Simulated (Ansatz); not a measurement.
# BGaH4O: the cost of one run

Program: Ansatz 0.2.0. Level of theory: RKS B3LYP/def2-SVP. These are calculated values, not measurements.

### 1 The structure to begin with

Bond lengths: O1–B2 1.331 Å, B2–Ga3 2.100 Å, O1–H4 0.963 Å, B2–H5 1.182 Å, Ga3–H6 1.603 Å, Ga3–H7 1.623 Å. Angles: O1–B2–Ga3 94.9°, O1–B2–H5 122.7°, Ga3–B2–H5 142.4°, B2–O1–H4 122.6°, B2–Ga3–H6 113.7°, B2–Ga3–H7 138.3°, H6–Ga3–H7 107.9°.

Coordinates:

```xyz
7

O    -1.2817    0.1006   -0.4425
B    -0.1253   -0.4066   -0.8629
Ga    0.9582    0.1842    0.8362
H    -2.0924    0.0400   -0.9586
H    -0.0121   -0.9669   -1.8970
H     0.0863    0.9973    1.9070
H     2.4670    0.0513    1.4180
```

### 2 End point A

Contents of input.yaml:

```yaml
crystal:
  periodic: [false, false, false]
  atoms:
    - { symbol: O, position_ang: [-1.28169, 0.10057, -0.44253] }
    - { symbol: B, position_ang: [-0.12525, -0.40664, -0.86295] }
    - { symbol: Ga, position_ang: [0.95821, 0.18425, 0.83619] }
    - { symbol: H, position_ang: [-2.09244, 0.04004, -0.95864] }
    - { symbol: H, position_ang: [-0.01212, -0.96686, -1.89704] }
    - { symbol: H, position_ang: [0.08627, 0.9973, 1.90702] }
    - { symbol: H, position_ang: [2.46702, 0.05134, 1.41795] }
basis:
  gaussian: { orbitals: def2-SVP }
hamiltonian:
  xc: b3lyp
relax:
  f_tol: 0.02
  max_steps: 50
```

Run with:

```bash
$ ansatz run input.yaml --threads 1 --pin off --max-ram 2048MiB --backend cpu --events-out ev --progress --plain --runs-dir out
```

**Question.** How long does this run take on 1 thread of Arm Neoverse V1, shared host, and how much memory does it need?

About 57 s, with a peak of 0.15 GiB.
